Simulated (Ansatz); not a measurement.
**CH₅GaOSSi: one species, many methods**

An exercise on one series of results from a longer session: the logs are not shown, and one member is left open.

Computed with Ansatz 0.2.0, Gaussian basis. Level: functionals in def2-TZVPP, the program's frozen cores in correlated methods.

Levels to be run: LDA (SPW92), PBE-D4, revPBE-D4, BLYP-D4, r2SCAN-D4, B97M-V, PBE0-D4, B3LYP-D4, r2SCANh-D4, r2SCAN0-D4, HSE06-D4, BHLYP-D4, CAM-B3LYP-D4, LC-ωPBE, ωB97X-V, ωB97M-V, B2PLYP, PBE-QIDH; CCSD(T)/def2-SVP; CCSD(T)/def2-TZVPP; MP2/def2-QZVPP; extrapolation to the limit; RPA on PBE.

### The geometry

All runs share one geometry, relaxed beforehand with PBE0-D4 in a triple-zeta def2 set.

SMILES `[GaH2][SiH]1OCS1`, 10 atoms, charge 0, spin multiplicity 1.

Atoms are counted from 1 here; the program's logs count them from 0.

Bond lengths: Ga1–Si2 2.411 Å, Ga1–H6 1.570 Å, Ga1–H7 1.573 Å, Si2–O3 1.676 Å, Si2–S5 2.150 Å, Si2–H8 1.493 Å, O3–C4 1.414 Å, C4–S5 1.858 Å, C4–H9 1.092 Å, C4–H10 1.092 Å. Angles: Si2–Ga1–H6 121.8°, Si2–Ga1–H7 118.6°, H6–Ga1–H7 119.3°, Ga1–Si2–O3 116.8°, Ga1–Si2–S5 109.3°, Ga1–Si2–H8 116.0°, O3–Si2–S5 84.5°, O3–Si2–H8 110.9°, S5–Si2–H8 115.5°, Si2–O3–C4 99.5°, O3–C4–S5 104.2°, O3–C4–H9 111.0°, O3–C4–H10 111.2°, S5–C4–H9 109.8°, S5–C4–H10 110.1°, H9–C4–H10 110.4°, Si2–S5–C4 71.8°.

Set-up of the first run:

The input, in.yaml:

```yaml
crystal:
  periodic: [false, false, false]
  atoms:
    - {symbol: Ga, position_ang: [-1.885689, 0.275758, -1.350381]}
    - {symbol: Si, position_ang: [-0.286537, -0.786661, 0.107432]}
    - {symbol: O, position_ang: [0.225252, 0.095467, 1.436832]}
    - {symbol: C, position_ang: [1.551141, 0.375483, 1.033203]}
    - {symbol: S, position_ang: [1.698874, -0.428437, -0.635876]}
    - {symbol: H, position_ang: [-2.520285, 1.669320, -1.005061]}
    - {symbol: H, position_ang: [-2.188332, -0.384398, -2.745368]}
    - {symbol: H, position_ang: [-0.585312, -2.199307, 0.488805]}
    - {symbol: H, position_ang: [2.272207, -0.067975, 1.723157]}
    - {symbol: H, position_ang: [1.718684, 1.450749, 0.947248]}
basis:
  gaussian: {orbitals: def2-TZVPP}
hamiltonian: {xc: lda}
output: {orbitals: {seedname: orbitals}}
```

On the command line:

```
ansatz run in.yaml --threads 4 --pin off --events-out ev --progress --plain --max-ram 10444MiB
```

Among the steps run: LDA; PBE-D4 (GGA); revPBE-D4 (GGA); BLYP-D4 (GGA); r2SCAN-D4 (meta-GGA); B97M-V (meta-GGA); PBE0-D4 (hybrid); B3LYP-D4 (hybrid); r2SCANh-D4 (hybrid); r2SCAN0-D4 (hybrid); HSE06-D4 (hybrid); BHLYP-D4 (hybrid); CAM-B3LYP-D4 (range-separated); LC-ωPBE (range-separated); ωB97X-V (range-separated); ωB97M-V (range-separated); B2PLYP (double hybrid); PBE-QIDH (double hybrid).

One table of the session follows, with a row left open; its other results are not shown here.

It belongs to the step «Orbital energies across the functionals». 

```
  functional  HOMO (eV)  LUMO (eV)  gap (eV)
 LDA (SPW92)      -5.68      -3.32      2.36
      PBE-D4      -5.58      -3.05      2.53
   revPBE-D4      -5.54      -2.93      2.61
     BLYP-D4      -5.46      -2.97      2.49
   r2SCAN-D4      -5.82      -2.86      2.96
      B97M-V      -5.93      -3.03      2.90
     PBE0-D4          ?          ?         ?
    B3LYP-D4      -6.50      -2.52      3.98
  r2SCANh-D4      -6.23      -2.58      3.64
  r2SCAN0-D4      -6.84      -2.17      4.67
    HSE06-D4      -6.30      -2.65      3.65
    BHLYP-D4      -7.70      -1.51      6.19
CAM-B3LYP-D4      -7.94      -1.36      6.58
     LC-ωPBE      -9.23      -0.21      9.02
     ωB97X-V      -8.91      -0.35      8.55
     ωB97M-V      -8.73      -0.56      8.17
```

**Question.** Estimate the row for PBE0-D4.

As computed: HOMO (eV): -6.69; LUMO (eV): -2.28; gap (eV): 4.41. In the column «HOMO (eV)» it lies between r2SCAN0-D4 (-6.84) and B3LYP-D4 (-6.50).
